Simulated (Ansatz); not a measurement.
**C₅H₄F₆: a ladder of functionals and wavefunction methods**

One table from this session's results is given with a row withheld; the runs are named, their logs left out.

The runs use Ansatz 0.2.0, Gaussian basis; functionals in def2-TZVPP, the program's frozen cores in correlated methods.

Levels to be run: LDA (SPW92), PBE-D4, revPBE-D4, BLYP-D4, r2SCAN-D4, B97M-V, PBE0-D4, B3LYP-D4, r2SCANh-D4, r2SCAN0-D4, HSE06-D4, BHLYP-D4, CAM-B3LYP-D4, LC-ωPBE, ωB97X-V, ωB97M-V, B2PLYP, PBE-QIDH; CCSD(T)/def2-SVP; CCSD(T)/def2-TZVPP; MP2/def2-QZVPP; extrapolation to the limit; RPA on PBE.

## The relaxed structure

All runs share one geometry, relaxed beforehand with PBE0-D4 in a triple-zeta def2 set.

SMILES `F[C@@H]1[C@@H](F)[C@H](F)C(F)(F)[C@@H]1F`, 15 atoms, charge 0, spin multiplicity 1.

Atoms are counted from 1 here; the program's logs count them from 0.

Bond lengths: F1–C2 1.374 Å, C2–C3 1.538 Å, C2–C10 1.525 Å, C2–H12 1.093 Å, C3–F4 1.370 Å, C3–C5 1.528 Å, C3–H13 1.092 Å, C5–F6 1.354 Å, C5–C7 1.525 Å, C5–H14 1.097 Å, C7–F8 1.345 Å, C7–F9 1.348 Å, C7–C10 1.530 Å, C10–F11 1.362 Å, C10–H15 1.095 Å. Angles: F1–C2–C3 111.3°, F1–C2–C10 110.8°, F1–C2–H12 108.9°, C3–C2–C10 107.1°, C3–C2–H12 108.6°, C10–C2–H12 110.0°, C2–C3–F4 109.6°, C2–C3–C5 104.6°, C2–C3–H13 111.1°, F4–C3–C5 110.0°, F4–C3–H13 108.5°, C5–C3–H13 113.0°, C3–C5–F6 113.8°, C3–C5–C7 104.1°, C3–C5–H14 108.7°, F6–C5–C7 113.5°, F6–C5–H14 109.2°, C7–C5–H14 107.2° and more.

As a file:

```
F     1.43882   -0.91542   -1.71759
C     0.33610   -0.85364   -0.89963
C    -0.46181    0.44033   -1.13247
F    -1.77628    0.13334   -1.36689
C    -0.33167    1.21445    0.17797
F    -1.35299    2.07301    0.40965
C    -0.19716    0.12784    1.23998
F    -1.38533   -0.44872    1.49633
F     0.28803    0.59879    2.40598
C     0.74835   -0.86914    0.56805
F     0.67436   -2.10918    1.12556
H    -0.31298   -1.70671   -1.11472
H    -0.07658    0.99087   -1.99290
H     0.61253    1.77333    0.16484
H     1.77480   -0.50005    0.66513
```

The first run:

Input file in.yaml:

```yaml
crystal:
  periodic: [false, false, false]
  atoms:
    - {symbol: F, position_ang: [1.438819, -0.915416, -1.717592]}
    - {symbol: C, position_ang: [0.336097, -0.853640, -0.899630]}
    - {symbol: C, position_ang: [-0.461807, 0.440335, -1.132466]}
    - {symbol: F, position_ang: [-1.776283, 0.133335, -1.366888]}
    - {symbol: C, position_ang: [-0.331666, 1.214447, 0.177966]}
    - {symbol: F, position_ang: [-1.352993, 2.073006, 0.409647]}
    - {symbol: C, position_ang: [-0.197161, 0.127845, 1.239978]}
    - {symbol: F, position_ang: [-1.385332, -0.448719, 1.496332]}
    - {symbol: F, position_ang: [0.288027, 0.598790, 2.405983]}
    - {symbol: C, position_ang: [0.748355, -0.869138, 0.568050]}
    - {symbol: F, position_ang: [0.674365, -2.109179, 1.125561]}
    - {symbol: H, position_ang: [-0.312976, -1.706715, -1.114718]}
    - {symbol: H, position_ang: [-0.076577, 0.990867, -1.992896]}
    - {symbol: H, position_ang: [0.612530, 1.773330, 0.164841]}
    - {symbol: H, position_ang: [1.774804, -0.500049, 0.665133]}
basis:
  gaussian: {orbitals: def2-TZVPP}
hamiltonian: {xc: lda}
output: {orbitals: {seedname: orbitals}}
```

Command:

```
> ansatz run in.yaml --threads 4 --pin off --events-out ev --progress --plain --max-ram 63488MiB --backend cuda --devices 0, --max-vram 37GiB
```

Among the steps run: LDA; PBE-D4 (GGA); revPBE-D4 (GGA); BLYP-D4 (GGA); r2SCAN-D4 (meta-GGA); B97M-V (meta-GGA); PBE0-D4 (hybrid); B3LYP-D4 (hybrid); r2SCANh-D4 (hybrid); r2SCAN0-D4 (hybrid); HSE06-D4 (hybrid); BHLYP-D4 (hybrid); CAM-B3LYP-D4 (range-separated); LC-ωPBE (range-separated); ωB97X-V (range-separated); ωB97M-V (range-separated); B2PLYP (double hybrid); PBE-QIDH (double hybrid).

One table of the session follows, with a row left open; its other results are not shown here.

It belongs to the step «Orbital energies across the functionals». 

```
  functional  HOMO (eV)  gap (eV)
 LDA (SPW92)      -8.00      6.45
      PBE-D4          ?         ?
   revPBE-D4      -7.68      6.62
     BLYP-D4      -7.76      6.67
   r2SCAN-D4      -8.15      7.26
      B97M-V      -8.33      7.43
     PBE0-D4      -9.51      9.36
    B3LYP-D4      -9.32      8.89
  r2SCANh-D4      -8.80      8.28
  r2SCAN0-D4      -9.77      9.80
    HSE06-D4      -9.10      8.57
    BHLYP-D4     -11.25     12.10
CAM-B3LYP-D4     -11.07     11.96
     LC-ωPBE     -12.30     14.47
     ωB97X-V     -11.97     14.03
     ωB97M-V     -11.89     13.67
```

Q: Estimate the row for PBE-D4 from the others.

**Answer.** HOMO (eV): -7.78; gap (eV): 6.57. In the column «HOMO (eV)» it lies between LDA (SPW92) (-8.00) and BLYP-D4 (-7.76).
